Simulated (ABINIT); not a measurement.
# SnTe3 (Fm-3m) in ABINIT: reference runs

Aim: a first look at SnTe3 with PBEsol, on the cell as given and on a disturbed one.

Everything below comes from runs of ABINIT 10.8.3 (patched build). Logs are shortened: lines on timing, memory, paths and dates and some standing lists are left out, and cuts for length are marked. The log counts tension as positive stress, the text compression.

## 1. The structure

Symmetry: Fm-3m, No. 225, cubic system. The conventional cell has a = 7.722 Å, b = 7.722 Å, c = 7.722 Å, α = 90.00°, β = 90.00°, γ = 90.00°. Around Te (site symmetry m-3m) lie 8 Te at 3.34 Å. Around Te (site symmetry -43m) lie 4 Te at 3.34 Å and 4 Sn at 3.34 Å. Sn (site symmetry m-3m) has 8 Te at 3.34 Å as nearest neighbours.

The cell comes from a database or a generator and needn't be the stable form of this composition.

## 2. Single point, PBEsol

Contents of run.abi:

```
# Pseudopotentials
pp_dirpath "./"
pseudos "Te.upf, Sn.upf"

# Structure
acell 5.4605882771 5.4605882771 5.4605882771 Angstrom
rprim
     0.0000000000     0.7071067812     0.7071067812
     0.7071067812     0.0000000000     0.7071067812
     0.7071067812     0.7071067812     0.0000000000
ntypat 2
znucl 52 50
natom 4
typat 1 1 1 2
xred
     0.5000000000     0.5000000000     0.5000000000
     0.7500000000     0.7500000000     0.7500000000
     0.2500000000     0.2500000000     0.2500000000
     0.0000000000     0.0000000000     0.0000000000

# Plane-wave basis
ecut 1088.455450 eV

# k points
kptopt 1
ngkpt 6 6 6
nshiftk 1
shiftk 0.0 0.0 0.0

# Exchange and correlation
ixc -116133

# Bands and occupations
nband 38
occopt 3
tsmear 0.05 eV

# SCF cycle
nstep 100
tolvrs 1.0e-10

# Output
iomode 3
prtwf 0
prtden 0
prteig 0
prtebands 0
enunit 1
prtvol 2
```

Potentials or basis: PseudoDojo NC SR PBEsol v0.4.1 standard.

The run is started by

```console
mpirun --bind-to none -np 4 abinit run.abi > log 2>&1
```

run.abo:

```text
.Version 10.8.3 of ABINIT
 Symmetries : space group Fm -3 m (#225); Bravais cF (face-center cubic)
================================================================================
 Values of the parameters that define the memory need of the present run
     intxc =       0    ionmov =       0      iscf =       7    lmnmax =       6
     lnmax =       6     mgfft =      60  mpssoang =       3    mqgrid =    3001
     natom =       4  nloc_mem =       1    nspden =       1   nspinor =       1
    nsppol =       1      nsym =      48    n1xccc =    2501    ntypat =       2
    occopt =       3   xclevel =       2
       mpw =        9435          nfft =      216000          nkpt =          16
================================================================================
================================================================================

--------------------------------------------------------------------------------
------------- Echo of variables that govern the present computation ------------
--------------------------------------------------------------------------------
 -outvars: echo values of preprocessed input variables --------
            acell      1.0319016330E+01  1.0319016330E+01  1.0319016330E+01 Bohr
              amu      1.27600000E+02  1.18710000E+02
             ecut      4.00000000E+01 Hartree
           enunit           1
              ixc     -116133
         kptrlatt        6    0    0      0    6    0      0    0    6
          kptrlen      6.19140980E+01
            natom           4
            nband          38
            ngfft          60      60      60
             nkpt          16
            nstep         100
             nsym          48
           ntypat           2
           occopt           3
           prtden           0
        prtebands           0
           prteig           0
           prtvol           2
            prtwf           0
            rprim      0.0000000000E+00  7.0710678120E-01  7.0710678120E-01
                       7.0710678120E-01  0.0000000000E+00  7.0710678120E-01
                       7.0710678120E-01  7.0710678120E-01  0.0000000000E+00
          spgroup         225
           tolvrs      1.00000000E-10
           tsmear      1.83746611E-03 Hartree
            typat      1  1  1  2
           xangst      3.8612190001E+00  3.8612190001E+00  3.8612190001E+00
                       5.7918285001E+00  5.7918285001E+00  5.7918285001E+00
                       1.9306095000E+00  1.9306095000E+00  1.9306095000E+00
                       0.0000000000E+00  0.0000000000E+00  0.0000000000E+00
            xcart      7.2966464223E+00  7.2966464223E+00  7.2966464223E+00
                       1.0944969633E+01  1.0944969633E+01  1.0944969633E+01
                       3.6483232112E+00  3.6483232112E+00  3.6483232112E+00
                       0.0000000000E+00  0.0000000000E+00  0.0000000000E+00
             xred      5.0000000000E-01  5.0000000000E-01  5.0000000000E-01
                       7.5000000000E-01  7.5000000000E-01  7.5000000000E-01
                       2.5000000000E-01  2.5000000000E-01  2.5000000000E-01
                       0.0000000000E+00  0.0000000000E+00  0.0000000000E+00
            znucl       52.00000   50.00000

================================================================================

 chkinp: Checking input parameters for consistency.

================================================================================
== DATASET  1 ==================================================================

--- !DatasetInfo
iteration_state: {dtset: 1, }
dimensions: {natom: 4, nkpt: 16, mband: 38, nsppol: 1, nspinor: 1, nspden: 1, mpw: 9435, }
cutoff_energies: {ecut:  40.0, pawecutdg:  -1.0, }
electrons: {nelect:   6.20000000E+01, charge:   0.00000000E+00, occopt:   3.00000000E+00, tsmear:   1.83746611E-03, }
meta: {optdriver: 0, ionmov: 0, optcell: 0, iscf: 7, paral_kgb: 0, }
...

 Real(R)+Recip(G) space primitive vectors, cartesian coordinates (Bohr,Bohr^-1):
[... 186 lines left out ...]
  1.01E-15 1.41E-15 1.43E-15 1.82E-15 5.57E-16 1.65E-16 1.29E-15 1.73E-15
  1.40E-15 1.51E-15 1.63E-15 2.29E-15 1.70E-07 4.10E-06
 reduced coordinates (array xred) for    4 atoms
       0.500000000000      0.500000000000      0.500000000000
       0.750000000000      0.750000000000      0.750000000000
       0.250000000000      0.250000000000      0.250000000000
       0.000000000000      0.000000000000      0.000000000000
 rms dE/dt=  1.1131E-29; max dE/dt=  3.3658E-29; dE/dt below (all hartree)
    1       0.000000000000      0.000000000000      0.000000000000
    2       0.000000000000      0.000000000000      0.000000000000
    3       0.000000000000     -0.000000000000     -0.000000000000
    4       0.000000000000      0.000000000000      0.000000000000

 cartesian coordinates (angstrom) at end:
    1      3.86121900007863     3.86121900007863     3.86121900007863
    2      5.79182850011795     5.79182850011795     5.79182850011795
    3      1.93060950003932     1.93060950003932     1.93060950003932
    4      0.00000000000000     0.00000000000000     0.00000000000000

 cartesian forces (hartree/bohr) at end:
    1      0.00000000000000    -0.00000000000000     0.00000000000000
    2     -0.00000000000000     0.00000000000000    -0.00000000000000
    3      0.00000000000000    -0.00000000000000     0.00000000000000
    4      0.00000000000000    -0.00000000000000     0.00000000000000
 frms,max,avg= 1.2259849E-30 2.1622561E-30   0.000E+00  0.000E+00  0.000E+00 h/b

 cartesian forces (eV/Angstrom) at end:
    1      0.00000000000000    -0.00000000000000     0.00000000000000
    2     -0.00000000000000     0.00000000000000    -0.00000000000000
    3      0.00000000000000    -0.00000000000000     0.00000000000000
    4      0.00000000000000    -0.00000000000000     0.00000000000000
 frms,max,avg= 6.3042676E-29 1.1118768E-28   0.000E+00  0.000E+00  0.000E+00 e/A
 length scales= 10.319016330062 10.319016330062 10.319016330062 bohr
              =  5.460588277100  5.460588277100  5.460588277100 angstroms
 Fermi (or HOMO) energy (eV) =   6.01855   Average Vxc (eV)= -10.77021
 Eigenvalues (   eV  ) for nkpt=  16  k points:
 kpt#   1, nband= 38, wtk=  0.00463, kpt=  0.0000  0.0000  0.0000 (reduced coord)
 -31.44409  -31.44409  -31.44023  -31.44023  -31.44023  -30.96230  -30.96230  -30.95676
 -30.95676  -30.95676  -30.95333  -30.95333  -30.95333  -30.95295  -30.95295  -15.49318
 -15.49318  -15.49318  -15.49004  -15.49004   -7.45812   -4.16655   -3.52413    0.69586
   2.72155    2.72155    2.72155    2.72444    2.72444    2.72444    4.19092    4.19092
   4.19092    9.08993    9.08993   10.10162   10.10162   10.10162
 kpt#   2, nband= 38, wtk=  0.03704, kpt=  0.1667  0.0000  0.0000 (reduced coord)
 -31.44407  -31.44407  -31.44025  -31.44025  -31.44019  -30.96169  -30.96169  -30.95651
 -30.95651  -30.95643  -30.95372  -30.95361  -30.95361  -30.95350  -30.95350  -15.49345
 -15.49297  -15.49297  -15.49007  -15.49007   -7.28488   -4.31705   -3.73437    0.21146
   1.95247    2.17105    2.17105    3.10949    3.10949    4.11028    4.40764    4.40764
   5.50129    8.82458    9.59461    9.59461   10.01579   10.01579
 kpt#   3, nband= 38, wtk=  0.03704, kpt=  0.3333  0.0000  0.0000 (reduced coord)
 -31.44403  -31.44403  -31.44030  -31.44030  -31.44009  -30.96000  -30.96000  -30.95587
 -30.95587  -30.95573  -30.95531  -30.95531  -30.95450  -30.95407  -30.95407  -15.49398
 -15.49261  -15.49261  -15.49005  -15.49005   -6.79569   -4.88643   -4.04395   -0.57053
   1.87778    1.87778    2.53624    2.80960    2.80960    5.44594    5.44594    5.91934
[... 64 lines left out ...]
 -15.49264  -15.49194  -15.49051  -15.48989   -6.37506   -4.86144   -4.64724   -1.31916
   1.34626    1.63408    2.12003    4.45790    4.83139    4.87220    5.23148    5.90124
   7.00050    8.55186    8.76886    8.95168   11.36313   12.98066
 kpt#  15, nband= 38, wtk=  0.11111, kpt= -0.3333  0.3333  0.1667 (reduced coord)
 -31.44400  -31.44397  -31.44038  -31.44020  -31.44014  -30.95995  -30.95995  -30.95599
 -30.95590  -30.95540  -30.95540  -30.95498  -30.95484  -30.95441  -30.95387  -15.49367
 -15.49326  -15.49173  -15.49049  -15.48998   -5.89310   -5.30165   -4.80409   -1.64645
   1.62240    1.63896    2.89897    2.98476    4.70649    5.04546    6.18253    6.42663
   7.05513    8.51559    9.03990    9.04297   12.76890   12.79243
 kpt#  16, nband= 38, wtk=  0.05556, kpt= -0.3333  0.5000  0.1667 (reduced coord)
 -31.44401  -31.44394  -31.44040  -31.44028  -31.44004  -30.96121  -30.95962  -30.95649
 -30.95575  -30.95568  -30.95506  -30.95465  -30.95442  -30.95414  -30.95367  -15.49456
 -15.49250  -15.49146  -15.49075  -15.48984   -5.55285   -5.42873   -5.00654   -1.79763
   1.14226    1.43920    2.89058    3.43085    5.58501    5.90639    6.18256    6.27713
   7.13001    8.22675    8.76981    8.79415   12.23706   12.48716
 Total charge density [el/Bohr^3]
)     Maximum=    1.5836E+00  at reduced coord.    0.4667    0.5000    0.5833
)Next maximum=    1.5836E+00  at reduced coord.    0.4500    0.5000    0.5833
)     Minimum=    9.4884E-05  at reduced coord.    0.5000    0.5000    0.5000
)Next minimum=    9.7514E-05  at reduced coord.    0.2500    0.2500    0.2500
   Integrated=    6.2000E+01

--- !EnergyTerms
iteration_state     : {dtset: 1, }
comment             : Components of total free energy in Hartree
kinetic             :  2.17643037155814E+02
hartree             :  8.71090662420883E+01
xc                  : -9.49170398144810E+01
Ewald energy        : -2.40030394303547E+02
psp_core            :  1.14052227226472E+01
local_psp           : -2.62686303842134E+02
non_local_psp       : -1.11173415867935E+02
internal            : -3.92649827707546E+02
'-kT*entropy'       : -1.22530924523793E-03
total_energy        : -3.92651053016792E+02
total_energy_eV     : -1.06845794635311E+04
band_energy         : -3.94951441635621E+01
...

 Cartesian components of stress tensor (hartree/bohr^3)
  sigma(1 1)=  9.09010433E-05  sigma(3 2)=  0.00000000E+00
  sigma(2 2)=  9.09010433E-05  sigma(3 1)=  0.00000000E+00
  sigma(3 3)=  9.09010433E-05  sigma(2 1)=  0.00000000E+00

-Cartesian components of stress tensor (GPa)         [Pressure= -2.6744E+00 GPa]
- sigma(1 1)=  2.67440103E+00  sigma(3 2)=  0.00000000E+00
- sigma(2 2)=  2.67440103E+00  sigma(3 1)=  0.00000000E+00
- sigma(3 3)=  2.67440103E+00  sigma(2 1)=  0.00000000E+00

== END DATASET(S) ==============================================================
================================================================================

 -outvars: echo values of variables after computation  --------
            acell      1.0319016330E+01  1.0319016330E+01  1.0319016330E+01 Bohr
           etotal     -3.9265105302E+02
            fcart      1.4415040546E-31 -4.3245121639E-31  4.3245121639E-31
                      -2.1622560819E-30  1.8739552710E-30 -1.8739552710E-30
                       1.8739552710E-30 -1.0090528382E-30  1.0090528382E-30
                       1.4415040546E-31 -4.3245121639E-31  4.3245121639E-31
            rprim      0.0000000000E+00  7.0710678120E-01  7.0710678120E-01
                       7.0710678120E-01  0.0000000000E+00  7.0710678120E-01
                       7.0710678120E-01  7.0710678120E-01  0.0000000000E+00
           strten      9.0901043336E-05  9.0901043336E-05  9.0901043336E-05
                       0.0000000000E+00  0.0000000000E+00  0.0000000000E+00
           xangst      3.8612190001E+00  3.8612190001E+00  3.8612190001E+00
                       5.7918285001E+00  5.7918285001E+00  5.7918285001E+00
                       1.9306095000E+00  1.9306095000E+00  1.9306095000E+00
                       0.0000000000E+00  0.0000000000E+00  0.0000000000E+00
             xred      5.0000000000E-01  5.0000000000E-01  5.0000000000E-01
                       7.5000000000E-01  7.5000000000E-01  7.5000000000E-01
                       2.5000000000E-01  2.5000000000E-01  2.5000000000E-01
                       0.0000000000E+00  0.0000000000E+00  0.0000000000E+00
 Calculation completed.
```

It took 66 s on 4 MPI ranks of Arm Neoverse V1, shared host; peak memory 0.56 GiB.

Results:

* Free energy: -10684.5795 eV
* Pressure: -2.7 GPa
* Band gap on the k mesh: none (metal or under the smearing width)
* Valence electrons inside the program's atomic spheres: Te 11.89, 11.93; Sn 10.54

Spin-orbit coupling is left out, which matters for the levels of Te.

## 3. Single point, PBEsol (atoms moved at random, drawn with an rms of 0.05 Å)

Contents of run.abi:

```
pp_dirpath "./"
pseudos "Te.upf, Sn.upf"

acell 3*1.0
rprim
     0.0000000000     7.2966464172     7.2966464172
     7.2966464172     0.0000000000     7.2966464172
     7.2966464172     7.2966464172     0.0000000000
ntypat 2
znucl 52 50
natom 4
typat 1 1 1 2
xred
     0.5007980000     0.5096270000     0.4881580000
     0.7532820000     0.7468250000     0.7493670000
     0.2405010000     0.2563630000     0.2558820000
    -0.0002900000     0.0001040000    -0.0006580000
chkprim 0
chksymtnons 0
tolsym 1.0e-6

ecut 40.0

kptopt 1
ngkpt 6 6 6
nshiftk 1
shiftk 0.0 0.0 0.0

ixc -116133

nband 38
occopt 3
tsmear 0.00183747

nstep 100
tolvrs 1.0e-10

iomode 3
prtwf 0
prtden 0
prteig 0
prtebands 0
enunit 2
prtvol 2
```

Potentials or basis: PseudoDojo NC SR PBEsol v0.4.1 standard.

The run is started by

```console
mpirun --bind-to none -np 4 abinit run.abi > log 2>&1
```

run.abo:

```text
.Version 10.8.3 of ABINIT
 Symmetries : space group P1 (#  1); Bravais aP (primitive triclinic)
================================================================================
 Values of the parameters that define the memory need of the present run
     intxc =       0    ionmov =       0      iscf =       7    lmnmax =       6
     lnmax =       6     mgfft =      60  mpssoang =       3    mqgrid =    3001
     natom =       4  nloc_mem =       1    nspden =       1   nspinor =       1
    nsppol =       1      nsym =       1    n1xccc =    2501    ntypat =       2
    occopt =       3   xclevel =       2
       mpw =        9435          nfft =      216000          nkpt =         112
================================================================================
================================================================================

--------------------------------------------------------------------------------
------------- Echo of variables that govern the present computation ------------
[... 2917 lines left out ...]
            acell      1.0000000000E+00  1.0000000000E+00  1.0000000000E+00 Bohr
           etotal     -3.9265108256E+02
            fcart     -7.5998406937E-04 -4.5376009731E-04  6.1489895507E-04
                       1.2482984790E-03  5.0938505731E-04 -1.0466956077E-03
                      -1.2554488626E-04  9.7290005720E-04 -7.0173170092E-04
                      -3.6276952342E-04 -1.0285250172E-03  1.1335283536E-03
            rprim      0.0000000000E+00  7.2966464172E+00  7.2966464172E+00
                       7.2966464172E+00  0.0000000000E+00  7.2966464172E+00
                       7.2966464172E+00  7.2966464172E+00  0.0000000000E+00
           strten      8.9116412612E-05  9.0816402866E-05  9.1179433119E-05
                       1.0178735552E-05 -4.1661619824E-06 -9.0000729881E-07
           xangst      3.8526663973E+00  3.8185756948E+00  3.9014722054E+00
                       5.7771249741E+00  5.8020568652E+00  5.7922416465E+00
                       1.9778901253E+00  1.9166434696E+00  1.9185007159E+00
                      -2.1391153245E-03 -3.6604356095E-03 -7.1818673351E-04
             xred      5.0079800000E-01  5.0962700000E-01  4.8815800000E-01
                       7.5328200000E-01  7.4682500000E-01  7.4936700000E-01
                       2.4050100000E-01  2.5636300000E-01  2.5588200000E-01
                      -2.9000000000E-04  1.0400000000E-04 -6.5800000000E-04
 Calculation completed.
```

Wall time 8.5 min (4 MPI ranks of Arm Neoverse V1, shared host); peak memory 1 GiB.

What came out:

```yaml
Free_energy: -10684.5803 eV
Pressure: -2.7 GPa
Largest_force: 0.088 eV/Å
Band_gap_on_the_k_mesh: none (metal or under the smearing width)
Valence_electrons_inside_the_program's_atomic_spheres: Te 11.87, 11.91; Sn 10.52
```

Forces in eV/Å, atoms in the order of the input:
```
Te  -0.039 -0.023  0.032
Te   0.064  0.026 -0.054
Te  -0.006  0.050 -0.036
Sn  -0.019 -0.053  0.058
```

Levels at points of the mesh, in eV from the Fermi level:
```tsv
k point	band 27	band 28	band 29	band 30	band 31	band 32	band 33	band 34	band 35	band 36
(0.00, 0.00, 0.00)	-3.37	-3.27	-3.15	-3.08	-1.94	-1.84	-1.69	3.06	3.07	4.06
(0.50, 0.00, 0.00)	-3.43	-3.33	-2.08	-1.91	0.32	0.36	1.27	1.81	1.91	3.29
(0.00, 0.50, 0.00)	-3.50	-3.36	-1.99	-1.93	0.41	0.48	1.26	1.74	1.87	3.37
(0.50, 0.50, 0.00)	-1.56	-0.95	-0.57	-0.56	0.02	0.19	0.25	2.12	3.29	3.31
(0.00, 0.00, 0.50)	-3.51	-3.35	-2.02	-1.91	0.39	0.47	1.29	1.74	1.87	3.36
(0.50, 0.00, 0.50)	-1.57	-0.95	-0.57	-0.56	0.02	0.19	0.24	2.12	3.29	3.31
(0.00, 0.50, 0.50)	-1.57	-0.96	-0.58	-0.55	0.06	0.16	0.24	2.12	3.27	3.33
(0.50, 0.50, 0.50)	-3.49	-3.31	-2.03	-1.93	0.35	0.42	1.26	1.76	1.91	3.32
```

Spin-orbit coupling is left out, which matters for the levels of Te.
